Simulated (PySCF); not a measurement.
**NaCa⁻: basis, grid and Hamiltonian**

Which parts of the numerical set-up matter for NaCa⁻? Each run edits the base script.

Program: PySCF 2.14.0. Level of theory: method and basis as typed in the scripts. These are calculated values, not measurements.

1 further run of the same task is left out (it didn't finish).

**1. Starting geometry**

NaCa⁻: 2 atoms, charge -1, spin multiplicity 1.

No contacts short enough for the rule that draws bonds.

**2. Base script**

File input.py:

```python
from pyscf import gto, scf

mol = gto.M(
    atom='Na 0 0 0; Ca 0 0 3.755',
    basis='ano-rcc-vdzp',
    charge=-1,
    spin=0,
    verbose=3,
)
mf = scf.RHF(mol)
mf = mf.sfx2c1e()
mf.kernel()
mf.analyze()
print('orbital energies (hartree):', mf.mo_energy[..., max(0, mol.nelec[1]-3):mol.nelec[0]+3].round(4))
```

Started as:

```console
OMP_NUM_THREADS=1 python input.py
```

The log of this run is left out.

Base result: E(SCF) = -841.681398 Eh.

The bond length is a typed value, not an optimised one. The dipole of an ion depends on the origin.

**3. Density fitting weigend**

Edit 1 changes density fitting: none → weigend.

File input.py:

```python
from pyscf import gto, scf

mol = gto.M(
    atom='Na 0 0 0; Ca 0 0 3.755',
    basis='ano-rcc-vdzp',
    charge=-1,
    spin=0,
    verbose=3,
)
mf = scf.RHF(mol)
mf = mf.sfx2c1e()
mf = mf.density_fit(auxbasis='weigend')
mf.kernel()
mf.analyze()
print('orbital energies (hartree):', mf.mo_energy[..., max(0, mol.nelec[1]-3):mol.nelec[0]+3].round(4))
```

Started as:

```console
OMP_NUM_THREADS=1 python input.py
```

**4. Pcseg-1 (X2C off)**

Edit 2 changes basis set: ano-rcc-vdzp → pcseg-1; spin-free X2C: on → off.

input.py, as its differences from that of step 2:

```diff
@@ -4,3 +4,3 @@
     atom='Na 0 0 0; Ca 0 0 3.755',
-    basis='ano-rcc-vdzp',
+    basis='pcseg-1',
     charge=-1,
@@ -10,3 +10,2 @@
 mf = scf.RHF(mol)
-mf = mf.sfx2c1e()
 mf.kernel()
```

**5. Density fitting auto**

Edit 3 changes density fitting: none → auto.

input.py, as its differences from that of step 2:

```diff
@@ -11,2 +11,3 @@
 mf = mf.sfx2c1e()
+mf = mf.density_fit()
 mf.kernel()
```

What does the calculation give? Wanted: for each run, E(SCF); from base; gap.

As calculated:

| run | E(SCF) (hartree) | from base (eV) | gap (eV) | functions |
| --- | --- | --- | --- | --- |
| base | -841.681398 | 0 | 4.10 | 40 |
| density fitting weigend | -836.641185 | +137.1512 | 4.13 | 40 |
| pcseg-1 (X2C off) | -838.478678 | not comparable | 4.99 | 34 |
| density fitting auto | -841.681398 | 0.0000 | 4.10 | 40 |

The highest filled level of this anion is positive: the basis lacks diffuse functions or the electron is not bound, so these numbers hang on the basis. The SCF energy stays the same, to the digits that matter, with density fitting auto.
